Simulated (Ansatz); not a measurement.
# Mg2SnO3: the cost of one run

Program: Ansatz 0.2.0. Level of theory: DFT PBE, scalar-relativistic, plane waves, PAW. These are calculated values, not measurements.

### 1 The starting structure

The structure is trigonal, space group R-3m (No. 166). Conventional cell: a = 3.245 Å, b = 3.245 Å, c = 24.053 Å, α = 90.00°, β = 90.00°, γ = 120.00°. Mg (site symmetry 3m) is surrounded by 6 O at 2.32 Å and 1 Sn at 2.64 Å. Sn (site symmetry -3m) has 6 O at 2.27 Å in its first shell of neighbours. O (site symmetry -3m) is surrounded by 6 Mg at 2.32 Å. Around O (site symmetry 3m) lie 3 Sn at 2.27 Å and 3 Mg at 2.32 Å.

Coordinates:

```cif
data_structure
_symmetry_space_group_name_H-M 'P 1'
_symmetry_Int_Tables_number 1
_cell_length_a 8.2336
_cell_length_b 8.2336
_cell_length_c 8.2336
_cell_angle_alpha 22.728
_cell_angle_beta 22.728
_cell_angle_gamma 22.728
_cell_volume 73.11
loop_
_atom_site_label
_atom_site_type_symbol
_atom_site_fract_x
_atom_site_fract_y
_atom_site_fract_z
_atom_site_occupancy
Mg1 Mg 0.39019 0.39019 0.39019 1
Mg2 Mg 0.60981 0.60981 0.60981 1
Sn1 Sn 0.50000 0.50000 0.50000 1
O1 O 0.00000 0.00000 0.00000 1
O2 O 0.78037 0.78037 0.78037 1
O3 O 0.21963 0.21963 0.21963 1
```

The cell is invented: close-packed anion layers stacked ABA|B, with sites between them filled layer by layer (R-3m, No. 166). Lengths come from tabulated atomic sizes and are only a guess.

### 2 Probe: one point on a coarse mesh

Contents of input.yaml:

```yaml
crystal:
  lattice:
    - [1.62239074, 0.93668773, 8.01763982]
    - [-1.62239074, 0.93668773, 8.01763982]
    - [0.0, -1.87337546, 8.01763982]
  atoms:
    - { symbol: Mg, position: [0.39018641, 0.39018641, 0.39018641] }
    - { symbol: Mg, position: [0.60981359, 0.60981359, 0.60981359] }
    - { symbol: Sn, position: [0.5, 0.5, 0.5] }
    - { symbol: O, position: [0.0, 0.0, 0.0] }
    - { symbol: O, position: [0.78037282, 0.78037282, 0.78037282] }
    - { symbol: O, position: [0.21962718, 0.21962718, 0.21962718] }
basis:
  ecutwfc: 420
kpoints:
  mp_grid: { grid: [6, 6, 6] }
hamiltonian:
  xc: pbe
scf:
  occupations: { method: gaussian, width: 0.1 }
  lower_state_search: "off"
output:
  forces: true
  stress: true
  eigenvalues: true
```

Run with:

```bash
ansatz run input.yaml --threads 1 --pin off --max-ram 2560MiB --backend cpu --events-out ev --progress --plain --runs-dir out
```

Q: Estimate wall time and peak memory on 1 thread of Intel Xeon at 2.50GHz (Skylake/Cascade Lake), shared host.

About 8.9 s, with a peak of 0.39 GiB.
